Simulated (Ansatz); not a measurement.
# YIr2: the cost of one run

Program: Ansatz 0.2.0. Level of theory: reference: DFT r2SCAN, plane waves, PAW, scalar-relativistic, no spin polarisation. These are calculated values, not measurements.

## (1) The starting structure

Symmetry: Fd-3m, No. 227, cubic system. The conventional cell has a = 7.465 Å, b = 7.465 Å, c = 7.465 Å, α = 90.00°, β = 90.00°, γ = 90.00°. Y (site symmetry -43m) has 12 Ir at 3.09 Å and 4 Y at 3.23 Å as nearest neighbours. Around Ir (site symmetry -3m) lie 6 Ir at 2.64 Å.

Structure file:

```cif
data_structure
_symmetry_space_group_name_H-M 'P 1'
_symmetry_Int_Tables_number 1
_cell_length_a 5.2786
_cell_length_b 5.2786
_cell_length_c 5.2786
_cell_angle_alpha 60.000
_cell_angle_beta 60.000
_cell_angle_gamma 60.000
_cell_volume 104.00
loop_
_atom_site_label
_atom_site_type_symbol
_atom_site_fract_x
_atom_site_fract_y
_atom_site_fract_z
_atom_site_occupancy
Y1 Y 0.00000 0.00000 0.00000 1
Y2 Y 0.25000 0.25000 0.25000 1
Ir1 Ir 0.62500 0.62500 0.62500 1
Ir2 Ir 0.12500 0.62500 0.62500 1
Ir3 Ir 0.62500 0.62500 0.12500 1
Ir4 Ir 0.62500 0.12500 0.62500 1
```

## (2) Reference

input.yaml reads:

```yaml
crystal:
  lattice:
    - [0.0, 3.73252223, 3.73252223]
    - [3.73252223, 0.0, 3.73252223]
    - [3.73252223, 3.73252223, 0.0]
  atoms:
    - { symbol: "Y", position: [0.0, 0.0, 0.0] }
    - { symbol: "Y", position: [0.25, 0.25, 0.25] }
    - { symbol: Ir, position: [0.625, 0.625, 0.625] }
    - { symbol: Ir, position: [0.125, 0.625, 0.625] }
    - { symbol: Ir, position: [0.625, 0.625, 0.125] }
    - { symbol: Ir, position: [0.625, 0.125, 0.625] }
  symmetry: { tolerance: 0.0003 }
kpoints:
  mp_grid: { grid: [4, 4, 4], shift: [0, 0, 0] }
magnetization:
  spin_polarized: false
scf:
  occupations: { method: fermi_dirac }
hamiltonian:
  pseudopotentials: { kind: paw }
  xc: r2scan
basis:
  ecutwfc: 500
output:
  forces: true
  stress: true
  eigenvalues: true
relax:
  max_steps: 40
  cell: {}
```

Started as:

```
ansatz run input.yaml --threads 1 --pin off --max-ram 2560MiB --backend cpu --events-out ev --progress --plain --runs-dir out
```

**Question.** How long does this run take on 1 thread of Arm Neoverse V1, shared host, and how much memory does it need?

About 37 s, with a peak of 0.66 GiB.
